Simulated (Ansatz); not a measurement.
This script for Ansatz 0.2.0 through its Python package starts 4 runs on C3H11BO, SMILES C[BH2-][O+](C)C. What input does the engine get in each?

`disp_c3h11bo.py`:
```python
"""Dispersion corrections for C3H11BO."""

import ansatz

BASIS_SET = "def2-SVP"

GEOMETRY = """
C     2.08420   -0.01040   -0.08490
B     0.67140   -0.28230    0.62950
O    -0.44740   -0.26620   -0.38290
C    -0.79230    1.07870   -0.70360
C    -1.59220   -0.90640    0.17100
H     2.90190   -0.44700    0.52560
H     2.25680    1.08140   -0.18280
H     2.09670   -0.47660   -1.09210
H     0.75020   -1.35430    1.15400
H     0.49900    0.52290    1.49770
H    -1.59460    1.09690   -1.47440
H    -1.14470    1.66030    0.18180
H     0.06910    1.61070   -1.16480
H    -1.94330   -0.42430    1.11520
H    -2.43230   -0.90150   -0.55900
H    -1.38250   -1.98180    0.36970
"""

system = ansatz.Crystal.molecule()
for line in GEOMETRY.strip().splitlines():
    symbol, *xyz = line.split()
    system = system.atom(symbol, [float(v) for v in xyz])

setup = system.calculation().basis(gaussian=BASIS_SET)
for name in ["r2scan", "revpbe"]:
    for correction in ("d3bj", "d4"):
        data = setup.functional(name, dispersion=correction).run(threads=1, backend="cpu").report
        print(f"{name:8s} {correction:5s} total {data['free_energy_ev']:.5f} eV, of which dispersion {1000 * data['dispersion']['energy']['ev']:.2f} meV")
```

Run 1:
```yaml
crystal:
  periodic: [false, false, false]
  atoms:
    - { symbol: C, position_ang: [2.0842, -0.0104, -0.0849] }
    - { symbol: B, position_ang: [0.6714, -0.2823, 0.6295] }
    - { symbol: O, position_ang: [-0.4474, -0.2662, -0.3829] }
    - { symbol: C, position_ang: [-0.7923, 1.0787, -0.7036] }
    - { symbol: C, position_ang: [-1.5922, -0.9064, 0.171] }
    - { symbol: H, position_ang: [2.9019, -0.447, 0.5256] }
    - { symbol: H, position_ang: [2.2568, 1.0814, -0.1828] }
    - { symbol: H, position_ang: [2.0967, -0.4766, -1.0921] }
    - { symbol: H, position_ang: [0.7502, -1.3543, 1.154] }
    - { symbol: H, position_ang: [0.499, 0.5229, 1.4977] }
    - { symbol: H, position_ang: [-1.5946, 1.0969, -1.4744] }
    - { symbol: H, position_ang: [-1.1447, 1.6603, 0.1818] }
    - { symbol: H, position_ang: [0.0691, 1.6107, -1.1648] }
    - { symbol: H, position_ang: [-1.9433, -0.4243, 1.1152] }
    - { symbol: H, position_ang: [-2.4323, -0.9015, -0.559] }
    - { symbol: H, position_ang: [-1.3825, -1.9818, 0.3697] }
basis:
  gaussian:
    orbitals: def2-SVP
hamiltonian:
  xc: r2scan
  dispersion: d3bj
```

Run 2, against run 1:
```diff
-  dispersion: d3bj
+  dispersion: d4
```

Run 3, against run 1:
```diff
-  xc: r2scan
+  xc: revpbe
```

Run 4, against run 1:
```diff
-  xc: r2scan
-  dispersion: d3bj
+  xc: revpbe
+  dispersion: d4
```

```console
$ python disp_c3h11bo.py
DeckWarning: the engine holds no damping parameters fitted to this dispersion correction and functional, so the run takes those fitted to r2scan beside the three-body term, which d3bj leaves out (hamiltonian.dispersion, under Limitations)
r2scan   d3bj  total -6004.44790 eV, of which dispersion -88.95 meV
r2scan   d4    total -6004.43500 eV, of which dispersion -76.04 meV
revpbe   d3bj  total -6006.82581 eV, of which dispersion -795.64 meV
revpbe   d4    total -6007.03481 eV, of which dispersion -1004.63 meV
```
(Warnings from the package without file and line.)

Total energies depend on the basis set; only differences at equal settings carry meaning. The geometry is a force-field or estimated start, not a minimum of this method, and the basis set is short of its limit. D4 holds the three-body term, and d3bj doesn't. A dispersion term here runs with damping parameters fitted for another variant or functional. Timing: 22 s on 1 thread of Arm Neoverse V1, with other jobs on the host, peak memory 0.24 GiB.
